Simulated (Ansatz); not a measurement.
# SrTiO3 (Tausonite): the cost of one run

Method: DFT, levels as named, plane waves, PAW, in Ansatz 0.2.0.

## Step 1: The system as given

The structure is cubic, space group Pm-3m (No. 221). Conventional cell: a = 3.905 Å, b = 3.905 Å, c = 3.905 Å, α = 90.00°, β = 90.00°, γ = 90.00°. Around Sr (site symmetry m-3m) lie 12 O at 2.76 Å. Ti (site symmetry m-3m) has 6 O at 1.95 Å as nearest neighbours. Around O (site symmetry 4/mmm) lie 2 Ti at 1.95 Å and 4 Sr at 2.76 Å.

Coordinates:

```xyz
5
Lattice="3.9053 0.0000 0.0000 0.0000 3.9053 0.0000 0.0000 0.0000 3.9053" Properties=species:S:1:pos:R:3 pbc="T T T"
Sr    1.9526    1.9526    1.9526
Ti    0.0000    0.0000    0.0000
O     1.9526    0.0000    0.0000
O     0.0000    1.9526    0.0000
O     0.0000    0.0000    1.9526
```

## Step 2: PBE: cell and atoms

The input, input.yaml:

```yaml
crystal:
  lattice:
    - [3.90528, 0.0, 0.0]
    - [0.0, 3.90528, 0.0]
    - [0.0, 0.0, 3.90528]
  atoms:
    - { symbol: Sr, position: [0.5, 0.5, 0.5] }
    - { symbol: Ti, position: [0.0, 0.0, 0.0] }
    - { symbol: O, position: [0.5, 0.0, 0.0] }
    - { symbol: O, position: [0.0, 0.5, 0.0] }
    - { symbol: O, position: [0.0, 0.0, 0.5] }
  symmetry: { tolerance: 0.0003 }
hamiltonian:
  xc: pbe
  pseudopotentials: { kind: paw }
basis:
  ecutwfc: 420
magnetization:
  spin_polarized: false
scf:
  occupations: { method: fermi_dirac, width: 0.02 }
kpoints:
  mp_grid: { grid: [8, 8, 8], shift: [0, 0, 0] }
output:
  forces: true
  stress: true
  eigenvalues: true
relax:
  max_steps: 60
  cell: {}
```

The run is started by

```sh
$ ansatz run input.yaml --threads 2 --pin off --max-ram 5632MiB --backend cpu --events-out ev --progress --plain --runs-dir out
```

**Question.** How long does this run take on 2 threads of Intel Xeon 6975P-C (Granite Rapids), shared host, and how much memory does it need?

About 7.2 s, with a peak of 0.4 GiB.
